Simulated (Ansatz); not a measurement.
Runs of Ansatz 0.2.0 on CSe2. It takes space group Cmce (No. 64, orthorhombic). Conventional cell: a = 7.140 Å, b = 5.990 Å, c = 9.463 Å, α = 90.00°, β = 90.00°, γ = 90.00°. Se (site symmetry m) has 1 C at 1.71 Å as nearest neighbours. C (site symmetry 2/m) is surrounded by 2 Se at 1.71 Å. The cell comes from a database or a generator and needn't be the stable form of this composition.

| level | gap on the mesh (eV) | pressure (GPa) | relaxed volume (Å³/atom) | largest force (eV/Å) |
| --- | --- | --- | --- | --- |
| r2SCAN+rVV10 | 2.02 | 0.0 | (b) | - |
| r2SCAN+D4 | 2.16 | 0.0 | 29.31 | - |
| r2SCAN+D3(BJ)-ATM | 2.15 | 0.0 | 29.25 | 0.01 |
| r2SCAN | 2.41 | 0.0 | 31.45 | 0.01 |
| r2SCAN+D3(BJ) | (c) | 0.0 | (a) | 0.01 |

Alike in all rows: task relaxation of cell and atoms; potentials or basis Ansatz PAW; no spin polarisation; cell relaxed; k mesh 6 × 6 × 3; cutoff (eV) 500; smearing fermi-dirac 0.05 eV.

**Question.** Estimate the missing entries.

**Answer.** (a) 28.91; (b) 28.27; (c) 2.11.

Caveats: odd divisions of the mesh miss points on the zone boundary, where band edges often lie, so the gap on the mesh can be too wide; the plane-wave basis is chosen anew once the cell has moved, so the energies of steps on either side of that aren't comparable; the PAW data sets come from PBE, with cores solved anew for the run's functional, which leaves a small shift of forces and pressure; the volume moved by over 15 % at a fixed basis, so the end points are rough (some runs); the dispersion damping was fitted for another functional or another form of the correction (some runs).

A k mesh can miss the band edges, and the runs leave out spin-orbit coupling on Se.
